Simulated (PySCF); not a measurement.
**CH₅Br₂FSi₂: electronic excitations**

What electronic excitations should CH₅Br₂FSi₂ (`F[Si](Br)(Br)C[SiH3]`) show?

The runs use PySCF 2.14.0, with density-fitted response routines of our own; the level of theory stands in each step. All values are computed, except where a source is named. Atoms are numbered from 0 throughout.

## (1) The starting structure

11 atoms, charge 0, multiplicity 1; geometry from: GFN2-xTB.

Bonds of the start (Å): F0–Si1 1.60, Si1–Br2 2.20, Si1–Br3 2.20, Si1–C4 1.87, C4–Si5 1.92, C4–H6 1.09, C4–H7 1.09, Si5–H8 1.46, Si5–H9 1.46, Si5–H10 1.46.

## (2) TDDFT and polarisability: wB97X-D/def2-SVPD

What the job is given:

```
{"job": {"kind": "uv", "xc": "wB97X-D", "basis": "def2-SVPD", "nstates": 8, "ntriplets": 3}, "charge": 0, "multiplicity": 1}
F     -2.561069    -0.208275    -1.410674
Si    -1.530545     0.003247    -0.200367
Br    -2.006628     1.996126     0.602846
Br    -2.094658    -1.519430     1.284356
C      0.241930    -0.153125    -0.780711
Si     1.564694     0.070936     0.587212
H      0.371814    -1.133380    -1.240246
H      0.417256     0.581151    -1.567420
H      2.863624    -0.072647    -0.063458
H      1.394844     1.402841     1.167246
H      1.344162    -0.964772     1.595252
```

Method: TDDFT wB97X-D/def2-SVPD, vertical, gas phase, core orbitals frozen in the response.

Run with:

```console
> OMP_NUM_THREADS=1 python probes_run.py task.json out
```

One launch serves the whole session: the jobs run in the order shown.

What will the session give for the following? lowest singlet (wB97X-D/def2-SVPD); brightest single state of those computed; lowest triplet; surface potential, 1st and 99th percentile. Wanted: lowest singlet; brightest single state of those computed; lowest triplet; surface potential, 1st and 99th percentile.

**Answer**, as computed:

| quantity | value |
| --- | --- |
| lowest singlet (wB97X-D/def2-SVPD) | 7.02 eV (176 nm), f = 0.055 |
| brightest single state of those computed | state 3, 7.40 eV, f = 0.060 |
| lowest triplet | 6.49 eV |
| surface potential, 1st and 99th percentile | -0.84 V and 1.35 V |

The first singlet state (HOMO→LUMO 0.80) lies at 7.02 eV and is bright; of the 8 states computed, the strongest absorption comes from state 3 at 7.40 eV. The lowest triplet lies 0.53 eV below the lowest singlet (triplets in Tamm-Dancoff, singlets in full TDDFT).
